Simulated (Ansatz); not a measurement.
# SnTe: the cost of one run

Method: DFT PBE, scalar-relativistic, plane waves, PAW, in Ansatz 0.2.0.

The COD entry's cell or inner coordinates are ideal or old and differ from later refinements, so a difference from it is no clean test against experiment.

1 further run of the same task is left out (set aside as unsound or not needed).

## Step 1: Starting point

It takes space group Fm-3m (No. 225, cubic). Conventional cell: a = 6.435 Å, b = 6.435 Å, c = 6.435 Å, α = 90.00°, β = 90.00°, γ = 90.00°. Around Sn (site symmetry m-3m) lie 6 Te at 3.22 Å. Te (site symmetry m-3m) is surrounded by 6 Sn at 3.22 Å.

Structure file:

```xyz
2
Lattice="0.0000 3.2175 3.2175 3.2175 0.0000 3.2175 3.2175 3.2175 0.0000" Properties=species:S:1:pos:R:3 pbc="T T T"
Sn    0.0000    0.0000    0.0000
Te    3.2175    3.2175    3.2175
```

This cell was relaxed beforehand with the same method: volume 33.31 Å³/atom, gap on the mesh 0.10 eV.

## Step 2: Phonons at the zone centre

Input file input.yaml:

```yaml
crystal:
  lattice:
    - [0.0, 3.2175366889, 3.2175366889]
    - [3.2175366889, 0.0, 3.2175366889]
    - [3.2175366889, 3.2175366889, 0.0]
  atoms:
    - { symbol: Sn, position: [0.0, 0.0, 0.0] }
    - { symbol: Te, position: [0.5, 0.5, 0.5] }
basis:
  ecutwfc: 240.0
kpoints:
  mp_grid: { grid: [10, 10, 10] }
hamiltonian:
  xc: pbe
scf:
  occupations: { method: gaussian, width: 0.01 }
output:
  eigenvalues: true
phonons:
  method: dfpt
  eigenvectors: true
```

On the command line:

```bash
> ansatz run input.yaml --threads 1 --pin off --max-ram 2560MiB --backend cpu --events-out ev --progress --plain --runs-dir out
```

What time and memory should one allow on 1 thread of Intel Xeon 6975P-C (Granite Rapids), shared host?

About 8.9 s, with a peak of 0.57 GiB.
